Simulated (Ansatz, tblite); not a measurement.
**ZnMe2 (C₂H₆Zn): a ladder of methods and basis sets**

One table from this session's results is given with a row withheld; the runs are named, their logs left out.

The runs use Ansatz 0.2.0, Gaussian basis; as each input shows.

The runs, in order: GFN1-xTB, GFN2-xTB, PBE-D4/def2-TZVP, r2SCAN-D4/def2-TZVP, CAM-B3LYP-D4/def2-TZVP, r2SCANh-D4/def2-TZVP, BHLYP-D4/def2-TZVP, ωB97X-V/def2-TZVP, revPBE-D4/def2-TZVP, LC-ωPBE/def2-TZVP, B97M-V/def2-TZVP, PBE-D4/def2-SVP, PBE0-D4/def2-SVP, HF/STO-3G, HF/6-31G, B3LYP-D4/6-31G, PBE0-D4/def2-TZVPD, PBE-D4/def2-TZVPD, r2SCAN-D4/def2-TZVPD, CCSD(T)/def2-TZVPP, MP2/def2-TZVP, RPA/def2-TZVP.

**The structure**

The geometry is that of the singlet, from an earlier relaxation (r2SCAN-D4/def2-TZVP).

9 atoms, charge 0, spin multiplicity 1.

Bond lengths: Zn1–C2 1.935 Å, Zn1–C6 1.935 Å, C2–H3 1.094 Å, C2–H4 1.094 Å, C2–H5 1.094 Å, C6–H7 1.094 Å, C6–H8 1.094 Å, C6–H9 1.094 Å. Angles: C2–Zn1–C6 179.9°, Zn1–C2–H3 111.3°, Zn1–C2–H4 111.3°, Zn1–C2–H5 111.3°, H3–C2–H4 107.6°, H3–C2–H5 107.6°, H4–C2–H5 107.6°, Zn1–C6–H7 111.3°, Zn1–C6–H8 111.3°, Zn1–C6–H9 111.4°, H7–C6–H8 107.6°, H7–C6–H9 107.6°, H8–C6–H9 107.6°.

PBE0-D4/def2-TZVP was run before; its log isn't repeated, and its numbers join the tables.

The first run:

Tight binding, by tblite at 300 K electronic temperature and without a spin-polarisation term:

```python
tblite.interface.Calculator('GFN1-xTB', numbers, positions, charge=0, uhf=0).singlepoint()
```

Tight binding, by tblite at 300 K electronic temperature and without a spin-polarisation term:

```python
tblite.interface.Calculator('GFN2-xTB', numbers, positions, charge=0, uhf=0).singlepoint()
```

start.molden holds the orbitals of an earlier run on this state, given as this run's starting guess.

in.yaml

```yaml
crystal:
  periodic: [false, false, false]
  atoms:
    - {symbol: Zn, position_ang: [0.000640, 0.001455, -0.000003]}
    - {symbol: C, position_ang: [-0.003370, -0.014165, 1.934698]}
    - {symbol: H, position_ang: [-0.436270, 0.905263, 2.339403]}
    - {symbol: H, position_ang: [1.010954, -0.105236, 2.333990]}
    - {symbol: H, position_ang: [-0.587745, -0.853236, 2.323611]}
    - {symbol: C, position_ang: [0.003610, 0.014710, -1.934707]}
    - {symbol: H, position_ang: [-1.015005, 0.017513, -2.333579]}
    - {symbol: H, position_ang: [0.513197, -0.865681, -2.337135]}
    - {symbol: H, position_ang: [0.513999, 0.899388, -2.326278]}
basis:
  gaussian: {orbitals: def2-TZVP, initial_orbitals: start.molden}
hamiltonian: {xc: pbe, dispersion: d4}
scf: {omitted_lower_state_checks: [starts]}
output: {orbitals: {seedname: orbitals}}
```

The run is started by

```console
> ansatz run in.yaml --threads 4 --pin off --events-out ev --progress --plain --max-ram 3916MiB
```

Among the steps run: PBE-D4/def2-TZVP; r2SCAN-D4/def2-TZVP; CAM-B3LYP-D4/def2-TZVP; r2SCANh-D4/def2-TZVP; BHLYP-D4/def2-TZVP; ωB97X-V/def2-TZVP; revPBE-D4/def2-TZVP; LC-ωPBE/def2-TZVP; B97M-V/def2-TZVP; PBE-D4/def2-SVP; PBE0-D4/def2-SVP; HF/STO-3G; HF/6-31G; B3LYP-D4/6-31G; PBE0-D4/def2-TZVPD; PBE-D4/def2-TZVPD; r2SCAN-D4/def2-TZVPD; CCSD(T)/def2-TZVPP; MP2/def2-TZVP; RPA/def2-TZVP.

One table of the session follows, with a row left open; its other results are not shown here.

It belongs to the step «Levels side by side». 

| level | HOMO (eV) | LUMO (eV) | gap (eV) |
| --- | --- | --- | --- |
| HF/STO-3G | -2.82 | 6.11 | 8.93 |
| HF/6-31G | -9.69 | 2.53 | 12.22 |
| PBE-D4/def2-SVP | -5.85 | -0.17 | 5.67 |
| PBE-D4/def2-TZVP | -6.02 | -0.52 | 5.51 |
| PBE-D4/def2-TZVPD | -6.05 | -0.60 | 5.44 |
| revPBE-D4/def2-TZVP | ? | ? | ? |
| r2SCAN-D4/def2-TZVP | -6.24 | -0.17 | 6.08 |
| r2SCAN-D4/def2-TZVPD | -6.25 | -0.23 | 6.02 |
| B97M-V/def2-TZVP | -6.26 | -0.44 | 5.81 |
| r2SCANh-D4/def2-TZVP | -6.67 | 0.07 | 6.74 |
| B3LYP-D4/6-31G | -6.62 | 0.16 | 6.78 |
| PBE0-D4/def2-SVP | -7.04 | 0.51 | 7.54 |
| PBE0-D4/def2-TZVP | -7.16 | 0.21 | 7.36 |
| PBE0-D4/def2-TZVPD | -7.17 | 0.04 | 7.20 |
| BHLYP-D4/def2-TZVP | -8.19 | 0.77 | 8.96 |
| CAM-B3LYP-D4/def2-TZVP | -8.50 | 0.91 | 9.41 |
| LC-ωPBE/def2-TZVP | -9.91 | 1.98 | 11.89 |
| ωB97X-V/def2-TZVP | -9.49 | 1.84 | 11.33 |

Q: Estimate the row for revPBE-D4/def2-TZVP from the others.

The run gave: HOMO (eV): -5.95; LUMO (eV): -0.44; gap (eV): 5.52. In the column «HOMO (eV)» it lies between PBE-D4/def2-TZVP (-6.02) and PBE-D4/def2-SVP (-5.85).
